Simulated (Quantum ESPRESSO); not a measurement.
Input of a Quantum ESPRESSO 7.5 run:

Contents of pw.in:

```
&CONTROL
  calculation = 'scf'
  prefix = 'pwscf'
  outdir = './tmp'
  pseudo_dir = './pseudo'
  tprnfor = .true.
  disk_io = 'low'
/
&SYSTEM
  ibrav = 0
  celldm(1) = 8
  nat = 5
  ntyp = 1
  ecutwfc = 74
  nbnd = 46
  occupations = 'smearing'
  smearing = 'fd'
  degauss = 0.00367493
/
&ELECTRONS
  conv_thr = 5d-09
  electron_maxstep = 150
  mixing_beta = 0.3
  mixing_mode = 'local-TF'
/
ATOMIC_SPECIES
W    183.8400 W.upf
CELL_PARAMETERS alat
  0.6535156602381   0.0000000000000   0.0000000000000
 -0.2178385534127   0.6161404732879  -0.0000000000000
  0.0000000000000   0.0000000000000   5.6776096923418
ATOMIC_POSITIONS crystal
W      0.5000000000    0.5000000000    0.3120359338
W      0.0000000000    0.0000000000    0.4060179669
W      0.5000000000    0.5000000000    0.5000000000
W      0.0000000000    0.0000000000    0.5939820331
W      0.5000000000    0.5000000000    0.6879640662
K_POINTS automatic
10 10 1 0 0 0
```

The input pp_density.in:

```
&INPUTPP
  prefix = 'pwscf'
  outdir = './tmp'
  filplot = 'density.dat'
  plot_num = 0
/
&PLOT
  nfile = 1
  filepp(1) = 'density.dat'
  iflag = 3
  output_format = 6
  fileout = 'density.cube'
/
```

pp_potential.in

```
&INPUTPP
  prefix = 'pwscf'
  outdir = './tmp'
  filplot = 'potential.dat'
  plot_num = 11
/
&PLOT
  nfile = 1
  filepp(1) = 'potential.dat'
  iflag = 3
  output_format = 6
  fileout = 'potential.cube'
/
```

The input pp_elf.in:

```
&INPUTPP
  prefix = 'pwscf'
  outdir = './tmp'
  filplot = 'elf.dat'
  plot_num = 8
/
&PLOT
  nfile = 1
  filepp(1) = 'elf.dat'
  iflag = 3
  output_format = 6
  fileout = 'elf.cube'
/
```

Potentials or basis: PseudoDojo 0.4.1 SR PBE standard.

The run is started by

```bash
$ OMP_NUM_THREADS=1 mpirun -n 2 pw.x -nk 2 -in pw.in > pw.out
$ OMP_NUM_THREADS=1 mpirun -n 1 pp.x -in pp_density.in > pp_density.out
$ OMP_NUM_THREADS=1 mpirun -n 1 pp.x -in pp_potential.in > pp_potential.out
$ OMP_NUM_THREADS=1 mpirun -n 1 pp.x -in pp_elf.in > pp_elf.out
```

**Question.** What does it give for the work function of the upper face?

**Answer.** 4.91 eV.

**Question.** Predict the work function of the lower face.

**Answer.** 4.91 eV.

**Question.** Predict the largest force.

**Answer.** 0.785 eV/Å.

**Question.** Predict the band gap on the k mesh.

**Answer.** None (metal or under the smearing width).

Forces in eV/Å, atoms in the order of the input:
```
W    0.000  0.000  0.785
W    0.000  0.000 -0.690
W    0.000  0.000  0.000
W    0.000  0.000  0.690
W    0.000  0.000 -0.785
```

Caveat: the cell was measured hot, at 2171 K. Spin-orbit coupling is left out, which matters for the levels of W.
